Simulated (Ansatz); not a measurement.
# CH₅GeNZn: how energies converge with the basis set

The task here is to estimate one member of a computed series from the others.

The runs use Ansatz 0.2.0, Gaussian basis; one geometry, several basis sets.

The runs, in order: PBE0-D4/def2-SVP; ωB97M-V/def2-SVP; PBE0-D4/def2-QZVPP; ωB97M-V/def2-QZVPP; the functionals' def2-TZVPP values are taken from earlier runs.

### The relaxed structure

The geometry comes from an earlier relaxation with PBE0-D4 in a triple-zeta def2 set; it is a stationary point, not always the lowest conformer.

9 atoms, charge 0, spin multiplicity 1.

Atoms are counted from 1 here; the program's logs count them from 0.

Bond lengths: Ge1–C2 1.971 Å, Ge1–H5 1.536 Å, Ge1–H6 1.536 Å, Ge1–H7 1.538 Å, C2–N3 1.265 Å, C2–H8 1.098 Å, N3–H9 1.022 Å. Angles: C2–Ge1–H5 110.0°, C2–Ge1–H6 109.9°, C2–Ge1–H7 106.9°, H5–Ge1–H6 109.0°, H5–Ge1–H7 110.5°, H6–Ge1–H7 110.4°, Ge1–C2–N3 126.2°, Ge1–C2–H8 117.8°, N3–C2–H8 116.0°, C2–N3–H9 112.5°.

Set-up of the first run:

in.yaml reads:

```yaml
crystal:
  periodic: [false, false, false]
  atoms:
    - {symbol: Ge, position_ang: [0.483992, 1.417038, -0.124742]}
    - {symbol: C, position_ang: [-0.375415, -0.343085, 0.095251]}
    - {symbol: N, position_ang: [0.182417, -1.469109, -0.045658]}
    - {symbol: Zn, position_ang: [-2.063806, -3.475738, 0.535649]}
    - {symbol: H, position_ang: [-0.232816, 2.218678, -1.221859]}
    - {symbol: H, position_ang: [0.416754, 2.201578, 1.194409]}
    - {symbol: H, position_ang: [1.947001, 1.155325, -0.519023]}
    - {symbol: H, position_ang: [-1.438974, -0.363291, 0.366704]}
    - {symbol: H, position_ang: [1.169246, -1.387795, -0.297832]}
basis:
  gaussian: {orbitals: def2-SVP}
hamiltonian: {xc: pbe0, dispersion: d4}
output: {orbitals: {seedname: orbitals}}
```

Among the steps run: PBE0-D4 in def2-SVP; ωB97M-V in def2-SVP; PBE0-D4 in def2-QZVPP; ωB97M-V in def2-QZVPP.

One of the session's tables, all rows but one given; the rest of the session is left out.

It belongs to the step «Functionals by basis». 

| functional | basis | HOMO (eV) |
| --- | --- | --- |
| PBE0-D4 | def2-SVP | -5.53 |
| PBE0-D4 | def2-TZVPP | -5.82 |
| PBE0-D4 | def2-QZVPP | -5.82 |
| ωB97M-V | def2-SVP | -7.59 |
| ωB97M-V | def2-TZVPP | ? |
| ωB97M-V | def2-QZVPP | -7.90 |

Q: Estimate the row for ωB97M-V, def2-TZVPP from the others.

**Answer.** HOMO (eV): -7.88. In the column «HOMO (eV)» it lies between ωB97M-V, def2-QZVPP (-7.90) and ωB97M-V, def2-SVP (-7.59).
